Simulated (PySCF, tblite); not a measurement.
# C5H12B2O: geometry, infrared bands and NMR shifts

What infrared bands and NMR shifts should C5H12B2O (`B/C=C/OC[C@H](B)C`) show?

Computed with tblite 0.8.0 and PySCF 2.14.0, with density-fitted response routines of our own, on a single molecule in the gas phase. Atoms count from 0, in the outputs and in this text.

### 1 The molecule as given

20 atoms, charge 0, multiplicity 1; geometry from: force field or distance geometry start.

Bonds of the start (Å): B0–C1 1.59, C1–C2 1.30, C2–O3 1.39, O3–C4 1.41, C4–C5 1.53, C5–B6 1.59, C5–C7 1.50, B0–H8 1.19, B0–H9 1.20, C1–H10 1.09, C2–H11 1.09, C4–H12 1.10, C4–H13 1.11, C5–H14 1.10, B6–H15 1.19, B6–H16 1.17, C7–H17 1.11, C7–H18 1.12, C7–H19 1.11.

### 2 Relaxing the molecule with GFN2-xTB

The job: settings as JSON, then the geometry in Å.

```
{"job": {"kind": "relax", "xc": "GFN2-xTB", "basis": "xTB"}, "charge": 0, "multiplicity": 1}
B      4.143500    -0.352700     0.225700
C      2.577500    -0.588100     0.296100
C      1.827000    -0.122600    -0.663300
O      0.440600    -0.264300    -0.711300
C     -0.467600     0.723100    -0.271800
C     -1.864100     0.137100    -0.494300
B     -2.925200     1.228700    -0.031600
C     -1.965300    -1.148800     0.271200
H      4.667000    -0.914600    -0.687200
H      4.442100     0.802400     0.356700
H      2.140100    -1.133100     1.128000
H      2.345800     0.413700    -1.464000
H     -0.307400     1.661300    -0.819300
H     -0.262300     0.908800     0.808100
H     -2.016000    -0.056000    -1.569500
H     -4.045200     0.841300     0.076600
H     -2.723900     2.363700    -0.243000
H     -0.989900    -1.650000     0.430200
H     -2.439600    -0.982700     1.275400
H     -2.582200    -1.856400    -0.325500
```

Started as:

```bash
> OMP_NUM_THREADS=1 python probes_run.py task.json out
```

This one command runs all jobs of the session in turn.

**Question.** This job is followed by: GFN2-xTB harmonic vibrations, gas phase; GIAO PBE0/pcSseg-1 NMR shielding, non-relativistic, gas phase. Predict these results of the whole session: strongest single infrared mode (GFN2-xTB); zero-point energy (GFN2-xTB); ¹³C shifts against TMS (PBE0/pcSseg-1); ¹H shifts against TMS (PBE0/pcSseg-1, means over atoms taken as alike); ¹¹B shifts against BF3·OEt2 (PBE0/pcSseg-1); ¹⁷O shifts against H2O (PBE0/pcSseg-1); surface potential, 1st and 99th percentile.

The runs gave:

| quantity | value |
| --- | --- |
| strongest single infrared mode (GFN2-xTB) | 1614 cm⁻¹, 566 km/mol |
| zero-point energy (GFN2-xTB) | 99.7 kcal/mol |
| ¹³C shifts against TMS (PBE0/pcSseg-1) | 184.9, 122.2, 80.2, 45.0, 16.2 ppm |
| ¹H shifts against TMS (PBE0/pcSseg-1, means over atoms taken as alike) | 7.88, 7.39, 6.67, 6.64, 4.73, 3.96, 1.62, 1.55 ppm |
| ¹¹B shifts against BF3·OEt2 (PBE0/pcSseg-1) | 90.5, 65.0 ppm |
| ¹⁷O shifts against H2O (PBE0/pcSseg-1) | 181.9 ppm |
| surface potential, 1st and 99th percentile | -0.78 V and 1.71 V |

**Reading.** The optimisation took 161 steps and gained 1.433 eV; among the close pairs (by a distance rule), B0–C1 changed most, from 1.585 to 1.521 Å. No mode is imaginary among the 54: a minimum at this level. The strongest single mode, at 1614 cm⁻¹, moves mainly C2 and C1. Unscaled tight-binding wavenumbers are off by several per cent, some by more. Its intensities can rank the bands wrongly. C2 (alkene carbon bearing oxygen) lies farthest downfield among carbon, at 184.9 ppm; an sp2 carbon further deshielded by the attached heteroatom. At PBE0/pcSseg-1: The widest tensor belongs to O3: span 213 ppm, with a paramagnetic part of -248 ppm. At PBE0/pcSseg-1, counted by nearest atom on the grid, the HOMO lies on C1 38 %; O3 23 %, the LUMO on B6 49 %; H15, H16 about 14 % each.
